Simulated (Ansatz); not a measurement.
# AlN: a surface, (10-10), 4 layers

Aim: cut a slab of AlN (10-10), 4 layers from the relaxed bulk, relax it, and get surface energy and work function. The runs shown use PAW. Its runs: bulk cell relaxed (PAW); bulk in the slab's orientation (PAW); the reference run (PAW); atoms relaxed (PAW); core holes in 2p of Al (PAW).

Computed with Ansatz 0.2.0 (DFT, PBE, PAW with Ansatz's default frozen-core files, scalar-relativistic, unless a step's input says otherwise).

## (1) The structure to begin with

It takes space group P6_3mc (No. 186, hexagonal). The conventional cell has a = 3.049 Å, b = 3.049 Å, c = 4.969 Å, α = 90.00°, β = 90.00°, γ = 120.00°. Al (site symmetry 3m) has 4 N at 1.86 to 1.87 Å as nearest neighbours. Around N (site symmetry 3m) lie 4 Al at 1.86 to 1.87 Å.

Structure file:

```cif
data_structure
_symmetry_space_group_name_H-M 'P 1'
_symmetry_Int_Tables_number 1
_cell_length_a 3.0487
_cell_length_b 3.0487
_cell_length_c 4.9694
_cell_angle_alpha 90.000
_cell_angle_beta 90.000
_cell_angle_gamma 120.000
_cell_volume 40.00
loop_
_atom_site_label
_atom_site_type_symbol
_atom_site_fract_x
_atom_site_fract_y
_atom_site_fract_z
_atom_site_occupancy
Al1 Al 0.33333 0.66667 0.00000 1
Al2 Al 0.66667 0.33333 0.50000 1
N1 N 0.33333 0.66667 0.37600 1
N2 N 0.66667 0.33333 0.87600 1
```

Atoms are numbered in the order of the input: Al1, Al2, N3, N4.

## (2) Bulk cell relaxed, PAW

input.yaml

```yaml
crystal:
  lattice:
    - [3.0486945782, 0.0, 0.0]
    - [-1.5243472891, 2.6402469531, 0.0]
    - [0.0, 0.0, 4.9693721624]
  atoms:
    - { symbol: Al, position: [0.3333333333, 0.6666666667, 0.0] }
    - { symbol: Al, position: [0.6666666667, 0.3333333333, 0.5] }
    - { symbol: "N", position: [0.3333333333, 0.6666666667, 0.376] }
    - { symbol: "N", position: [0.6666666667, 0.3333333333, 0.876] }
kpoints:
  mp_grid: { grid: [12, 12, 7] }
scf:
  occupations: { method: fermi_dirac, width: 0.02 }
hamiltonian:
  xc: pbe
  pseudopotentials: { kind: paw }
output:
  forces: true
  stress: true
  write_density: true
  write_potential: true
  elf: true
  volumetric_format: npy
relax:
  f_tol: 0.005
  max_steps: 40
  cell: {}
```

Started as:

```
> ansatz run input.yaml --threads 3 --pin off --max-ram 8192MiB --backend cpu --events-out ev --progress --plain --runs-dir out
```

Further steps of the session: Bulk in the slab's orientation, PAW; Slab as cut, PAW; Atoms relaxed, PAW; Core holes in 2p of Al, PAW.

**Question.** What will these runs give? Wanted: surface energy; work function.

**Answer**, as computed:

```
                     quantity      value
surface energy (PAW, relaxed)  1.97 J/m²
 work function (PAW, relaxed)    4.38 eV
```

By PAW the surface costs 2.60 J/m² as cut and 1.97 J/m² relaxed. With a gap the Fermi level lies anywhere inside it, so the work function printed is no measured quantity. Thickness wasn't converged, and no reconstruction was sought.

These are semilocal Kohn-Sham gaps, which aren't the measured quantity. Such gaps usually fall short of the measured ones.
